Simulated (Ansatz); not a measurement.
This script drives the Ansatz DFT code, driven from Python.

`cdse_lattice.py`
```python
import ansatz as az
import numpy as np

def edges_and_angles(cell):
    cell = np.asarray(cell)
    a, b, c = np.linalg.norm(cell, axis=1)
    cosines = cell[1] @ cell[2] / (b * c), cell[0] @ cell[2] / (a * c), cell[0] @ cell[1] / (a * b)
    return (a, b, c, *np.degrees(np.arccos(cosines)))


def main() -> None:
    vectors = np.array([
        [4.3, 0.0, 0.0],
        [-2.15, 3.723909, 0.0],
        [0.0, 0.0, 7.02],
    ])
    cdse = (
        az.Lattice.of(vectors)
        .atom("Cd", [1 / 3, 2 / 3, 0.0])
        .atom("Cd", [2 / 3, 1 / 3, 0.5])
        .atom("Se", [1 / 3, 2 / 3, 0.385])
        .atom("Se", [2 / 3, 1 / 3, 0.885])
    )

    model = cdse.calculation()
    model = model.kpoints(6, 6, 4, center="gamma").occupations("fixed")
    model = model.relax(cell=True)

    levels = [("pbe", "d4"), ("rpbe", "none"), ("lda", "none")]
    print("level            a       b       c    alpha   beta  gamma  V/atom  steps")
    for name, dispersion in levels:
        seen = []
        run = model.functional(name, dispersion=dispersion).session().plan()
        outcome = run.execute(on_event=lambda e: seen.append(e) if e["event"] == "relax_step" else None)
        cell = outcome.lattice.cell_ang
        label = name if dispersion == "none" else f"{name}+{dispersion}"
        print("{:13s} {:7.4f} {:7.4f} {:7.4f} {:6.2f} {:6.2f} {:6.2f}".format(label, *edges_and_angles(cell)), f"{abs(np.linalg.det(cell)) / len(outcome.lattice.sites):7.3f} {len(seen):5d}")


if __name__ == "__main__":
    main()
```

It is started by `python cdse_lattice.py`. Estimate its wall time and peak memory on 1 thread of Arm Neoverse V1 (shared host).

It took about 110 s, with a peak of 0.48 GiB, for 3 runs of the engine.

```console
$ python cdse_lattice.py
level            a       b       c    alpha   beta  gamma  V/atom  steps
DeckWarning: basis.ecutwfc = 420 eV, auto-derived from the records' recommended cutoffs: set by Cd (normal level)
pbe+d4         4.3233  4.3233  7.0630  90.00  90.00 120.00  28.582     5
rpbe           4.4455  4.4455  7.2552  90.00  90.00 120.00  31.042     5
lda            4.2489  4.2489  6.9381  90.00  90.00 120.00  27.118     5
```
(Warnings from the package without file and line.)

From smallest to largest: LDA (27.12 Å³ an atom, -3.5 % against the start), PBE+D4 (28.58 Å³ an atom, +1.7 % against the start) and RPBE (31.04 Å³ an atom, +10.5 % against the start). The spread is 14.5 % in volume.

Of the deposited cell: the entry's cell lengths or inner coordinates differ somewhat from later room-temperature determinations. The starting cell is as deposited in a crystallographic database; the results hold for this polymorph, which needn't be the stable one.
